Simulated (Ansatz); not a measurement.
## CH₆BClSi, SMILES [SiH3]BCCl: an atomisation energy, step by step

Computed with Ansatz 0.2.0 through its Python package.

Run as a notebook:

```python
from collections import Counter

import ansatz as az
```

```python
BASIS = "def2-SVPD"
FUNCTIONAL = "hf"
```

```python
def energy(molecule, charge=0, unpaired=0):
    calc = (
        molecule.calculation()
        .basis(gaussian=BASIS)
        .functional(FUNCTIONAL)
    )
    if charge:
        calc = calc.charge(charge)
    if unpaired:
        calc = calc.spin("collinear", total=unpaired)
    report = calc.run(threads=1).report
    if report["published_state_doubts"]:
        print("  doubts:", report["published_state_doubts"])
    return report["free_energy_ev"]
```

```python
ch6bclsi = (
    az.Crystal.molecule()
    .atom("Si", [-1.1927, 0.7612, -0.5906])
    .atom("B", [-0.197, -0.6828, 0.0784])
    .atom("C", [1.2273, -0.4408, 0.6595])
    .atom("Cl", [2.5202, -1.3525, -0.2825])
    .atom("H", [-2.535, 0.3024, -1.106])
    .atom("H", [-1.4594, 1.7985, 0.4735])
    .atom("H", [-0.4862, 1.4501, -1.7028])
    .atom("H", [-0.6072, -1.7538, 0.0441])
    .atom("H", [1.5245, 0.6528, 0.6787])
    .atom("H", [1.2887, -0.7864, 1.7507])
)
```

```python
unpaired = {"Si": 2, "B": 1, "C": 2, "Cl": 1, "H": 1}
counts = Counter(site.symbol for site in ch6bclsi.cartesian_sites)
atom_energy = {s: energy(az.Crystal.molecule().atom(s, (0, 0, 0)), 0, unpaired[s]) for s in counts}
whole = energy(ch6bclsi, 0, 0)
for s, e in atom_energy.items():
    print(f"{s:2s} x{counts[s]}  {e:14.5f} eV")
print(f"CH6BClSi: {whole:.5f} eV")
split = sum(counts[s] * e for s, e in atom_energy.items()) - whole
print(f"atomisation energy (no zero-point term): {23.060548 * split:.1f} kcal/mol, {split / sum(counts.values()):.3f} eV an atom")
```

    Si x1     -7857.40309 eV
    B  x1      -666.71767 eV
    C  x1     -1024.40679 eV
    Cl x1    -12498.90258 eV
    H  x6       -13.58606 eV
    CH6BClSi: -22154.26521 eV
    atomisation energy (no zero-point term): 583.9 kcal/mol, 2.532 eV an atom

583.9 kcal/mol from the electronic energies, without the zero-point term.

Notes:
- Total energies depend on the basis set; only differences at equal settings carry meaning.
- The geometry is a force-field or estimated start, not a minimum of this method, and the basis set is short of its limit. All parts are taken at fixed geometry, without zero-point energy.
- Hartree-Fock leaves correlation out, so bond, atomisation and ionisation energies come out well too low.
- Timing: 1.6 s on 1 thread of Arm Neoverse V2, on a shared host, peak memory 0.29 GiB.
